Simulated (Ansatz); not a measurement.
I need a geometry optimisation of C2H5BClFO, SMILES CC(O)(F)BCl. Use Ansatz 0.2.0 through its Python package. Level of theory: CAM-B3LYP, def2-SVP basis, multiplicity 1.

```xyz
11

C    -0.1225   -0.7056    1.0077
C     0.3079   -0.1089   -0.3484
O     1.3833    0.7384   -0.1686
F     0.7379   -1.1485   -1.1812
B    -0.8470    0.7209   -1.0761
Cl   -1.5195    2.2788   -0.2834
H     0.6586   -1.2689    1.4652
H    -1.0229   -1.2934    0.8461
H    -0.4267    0.1825    1.7349
H     2.1852    0.1584    0.1170
H    -1.2691    0.3894   -2.0925
```

The script, `opt_c2h5bclfo.py`:
```python
# -*- coding: utf-8 -*-
import ansatz as az
from ase import Atoms
import numpy as np


def main():
    atoms = Atoms(['C', 'C', 'O', 'F', 'B', 'Cl', 'H', 'H', 'H', 'H', 'H'], positions=[
        (-0.1225, -0.7056, 1.0077),
        (0.3079, -0.1089, -0.3484),
        (1.3833, 0.7384, -0.1686),
        (0.7379, -1.1485, -1.1812),
        (-0.847, 0.7209, -1.0761),
        (-1.5195, 2.2788, -0.2834),
        (0.6586, -1.2689, 1.4652),
        (-1.0229, -1.2934, 0.8461),
        (-0.4267, 0.1825, 1.7349),
        (2.1852, 0.1584, 0.117),
        (-1.2691, 0.3894, -2.0925),
    ])
    mol = az.Crystal.molecule_from_ase(atoms)

    job = mol.calculation().basis(gaussian='def2-SVP').functional('CAM-B3LYP')
    symbols = [site.symbol for site in mol.cartesian_sites]
    start = np.array([site.position_ang for site in mol.cartesian_sites], dtype=float)
    def progress(event):
        if event['event'] == 'relax_step':
            row = event['data']
            print(f'step {row["step"]:3d}  E = {row["lagrangian_ev"]:.6f} eV  max force {row["allowed_force_max_ev_ang"]:.4f} eV/A')


    r = job.relax(force_tolerance=0.01, max_steps=100).session().plan().execute(on_event=progress).report
    end = np.array(r['positions_ang'])

    print('reference energy %16.6f eV' % r['reference_energy_ev'])
    print('total energy     %16.6f eV' % r['free_energy_ev'])
    print('occupied (up, down):', r['n_occupied'], ' virtual:', r['n_virtual'], ' frozen:', r['n_frozen'])

    print('final positions (A) and the move of each atom')
    for symbol, xyz, old in zip(symbols, end, start):
        print(f'{symbol:2s} {xyz[0]:10.5f} {xyz[1]:10.5f} {xyz[2]:10.5f}   {np.linalg.norm(xyz - old):7.4f}')

    charges = r['charge_distribution']
    dipole = np.array(charges['dipole_moment_e_ang']) * 4.803205
    print('dipole (D): {:.3f} {:.3f} {:.3f}, length {:.3f}'.format(*dipole, np.linalg.norm(dipole)))
    print('atom  Mulliken   Lowdin')
    for symbol, m, l in zip(symbols, charges['mulliken_charges_e'], charges['lowdin_charges_e']):
        print(f'{symbol:4s} {m:9.3f} {l:8.3f}')
    with open('c2h5bclfo_opt.xyz', 'w') as handle:
        handle.write(f'{len(symbols)}\nrelaxed C2H5BClFO\n')
        handle.writelines(f'{s:2s} {x:11.6f} {y:11.6f} {z:11.6f}\n' for s, (x, y, z) in zip(symbols, end))


if __name__ == '__main__':
    main()
```

```console
$ python opt_c2h5bclfo.py
step   1  E = -20106.357709 eV  max force 2.8538 eV/A
step   2  E = -20106.795386 eV  max force 1.2576 eV/A
step   3  E = -20106.836774 eV  max force 0.8511 eV/A
step   4  E = -20106.872642 eV  max force 0.4245 eV/A
step   5  E = -20106.880771 eV  max force 0.1415 eV/A
step   6  E = -20106.880739 eV  max force 0.2727 eV/A
step   7  E = -20106.882631 eV  max force 0.0364 eV/A
step   8  E = -20106.883542 eV  max force 0.0508 eV/A
step   9  E = -20106.883853 eV  max force 0.0468 eV/A
step  10  E = -20106.884194 eV  max force 0.0538 eV/A
step  11  E = -20106.884268 eV  max force 0.1135 eV/A
step  12  E = -20106.885604 eV  max force 0.0735 eV/A
step  13  E = -20106.889301 eV  max force 0.1587 eV/A
step  14  E = -20106.892807 eV  max force 0.1558 eV/A
step  15  E = -20106.893317 eV  max force 0.3685 eV/A
step  16  E = -20106.893179 eV  max force 0.1734 eV/A
step  17  E = -20106.899189 eV  max force 0.1962 eV/A
step  18  E = -20106.903096 eV  max force 0.1900 eV/A
step  19  E = -20106.904508 eV  max force 0.0959 eV/A
step  20  E = -20106.905165 eV  max force 0.1017 eV/A
step  21  E = -20106.905699 eV  max force 0.0703 eV/A
step  22  E = -20106.906284 eV  max force 0.0731 eV/A
step  23  E = -20106.906417 eV  max force 0.0422 eV/A
step  24  E = -20106.906600 eV  max force 0.0464 eV/A
step  25  E = -20106.906644 eV  max force 0.0480 eV/A
step  26  E = -20106.907029 eV  max force 0.0224 eV/A
step  27  E = -20106.907084 eV  max force 0.0172 eV/A
step  28  E = -20106.907236 eV  max force 0.0139 eV/A
step  29  E = -20106.907237 eV  max force 0.0875 eV/A
step  30  E = -20106.907516 eV  max force 0.0487 eV/A
step  31  E = -20106.907704 eV  max force 0.0369 eV/A
step  32  E = -20106.908054 eV  max force 0.1169 eV/A
step  33  E = -20106.908335 eV  max force 0.1870 eV/A
step  34  E = -20106.909123 eV  max force 0.0987 eV/A
step  35  E = -20106.909815 eV  max force 0.0508 eV/A
step  36  E = -20106.910617 eV  max force 0.1041 eV/A
step  37  E = -20106.910521 eV  max force 0.1609 eV/A
step  38  E = -20106.911488 eV  max force 0.0660 eV/A
step  39  E = -20106.911528 eV  max force 0.1032 eV/A
step  40  E = -20106.912025 eV  max force 0.0554 eV/A
step  41  E = -20106.912500 eV  max force 0.0694 eV/A
step  42  E = -20106.912616 eV  max force 0.0285 eV/A
step  43  E = -20106.912683 eV  max force 0.0112 eV/A
step  44  E = -20106.912717 eV  max force 0.0072 eV/A
reference energy    -20106.912830 eV
total energy        -20106.912830 eV
occupied (up, down): [28, 28]  virtual: [85, 85]  frozen: 0
final positions (A) and the move of each atom
C    -0.04427   -0.50923    1.11111    0.2353
C     0.25206   -0.09621   -0.31096    0.0684
O     1.50764    0.44627   -0.45586    0.4282
F     0.15686   -1.26735   -1.09913    0.5987
B    -0.77236    0.84918   -1.08017    0.1485
Cl   -2.39413    1.08626   -0.49584    1.4941
H     0.68959   -1.26580    1.43236    0.0453
H    -1.04757   -0.94495    1.19530    0.4939
H     0.01883    0.35844    1.78243    0.4814
H     2.14363   -0.07613    0.05305    0.2466
H    -0.44509    1.36261   -2.11158    1.2753
dipole (D): 0.665 -0.027 2.087, length 2.191
atom  Mulliken   Lowdin
C        0.011    0.006
C        0.251   -0.180
O       -0.247    0.177
F       -0.268    0.038
B        0.043   -0.435
Cl      -0.036    0.401
H        0.014    0.006
H        0.033    0.011
H        0.032    0.017
H        0.170   -0.014
H       -0.002   -0.028
```

File `c2h5bclfo_opt.xyz` afterwards:
```text
11
relaxed C2H5BClFO
C    -0.044267   -0.509231    1.111107
C     0.252061   -0.096208   -0.310962
O     1.507644    0.446273   -0.455861
F     0.156859   -1.267345   -1.099130
B    -0.772357    0.849180   -1.080174
Cl   -2.394128    1.086263   -0.495844
H     0.689585   -1.265799    1.432362
H    -1.047569   -0.944952    1.195304
H     0.018833    0.358438    1.782429
H     2.143629   -0.076131    0.053047
H    -0.445091    1.362612   -2.111578
```

Caveats:
- Total energies depend on the basis set; only differences at equal settings carry meaning.
- The end point is the stationary point reached from this start; no frequency run checks that it is a minimum, and the basis set is modest.
- The Löwdin charges here are taken after orthogonalising the functions within each atom; they differ from plain Löwdin charges, and their signs can be unphysical.
- The whole script took 6 min on 1 thread of Intel(R) Xeon(R) Platinum 8375C CPU @ 2.90GHz (Ice Lake), with other jobs on the host, peak memory 0.39 GiB.

(A comment or docstring line of the script was reworded after the run, the code is as it ran; lines on the test bed's own set-up are left out of the output.)
